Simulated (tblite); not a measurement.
# C4H11AsGaN: the cost of one run

Computed with tblite 0.8.0 and PySCF 2.14.0, with density-fitted response routines of our own, on a single molecule in the gas phase. Atoms are numbered from 0 throughout.

### 1 Starting geometry

18 atoms, charge 0, multiplicity 1; geometry from: force field or distance geometry start.

Bonds of the start (Å): C0–C1 1.51, C1–C2 1.52, C1–C3 1.46, C3–N4 1.14, C1–As5 1.95, As5–Ga6 2.43, C0–H7 1.11, C0–H8 1.10, C0–H9 1.11, C2–H10 1.12, C2–H11 1.12, C2–H12 1.12, As5–H13 1.55, As5–H14 1.58, Ga6–H15 1.63, Ga6–H16 1.62, Ga6–H17 1.62.

### 2 Geometry optimisation with GFN2-xTB

The job: settings as JSON, then the geometry in Å.

```
{"job": {"kind": "relax", "xc": "GFN2-xTB", "basis": "xTB"}, "charge": 0, "multiplicity": 1}
C     -0.319600    -1.558300    -0.293000
C     -0.913400    -0.184600    -0.109900
C     -1.524100     0.010400     1.266200
C     -1.956600    -0.019800    -1.117200
N     -2.784000     0.109500    -1.897700
As     0.398700     1.229200    -0.411700
Ga     2.686700     0.561900     0.076500
H     -0.940000    -2.350300     0.180700
H      0.743000    -1.604800    -0.004600
H     -0.371700    -1.766700    -1.382000
H     -1.232400     1.014300     1.673000
H     -1.240500    -0.775500     2.005900
H     -2.641900     0.047300     1.193900
H     -0.058700     2.496700     0.349400
H      0.352600     1.509100    -1.965400
H      3.110700     0.747000     1.635500
H      3.028200    -0.953500    -0.385300
H      3.654200     1.494600    -0.825900
```

The run is started by

```sh
$ OMP_NUM_THREADS=1 python probes_run.py task.json out
```

The driver reads the jobs from task.json and runs them one after another.

Q: Estimate the wall time and peak memory of this first job on 1 thread of Arm Neoverse N1, shared host.

About 2.5 s, with a peak of 0.18 GiB.
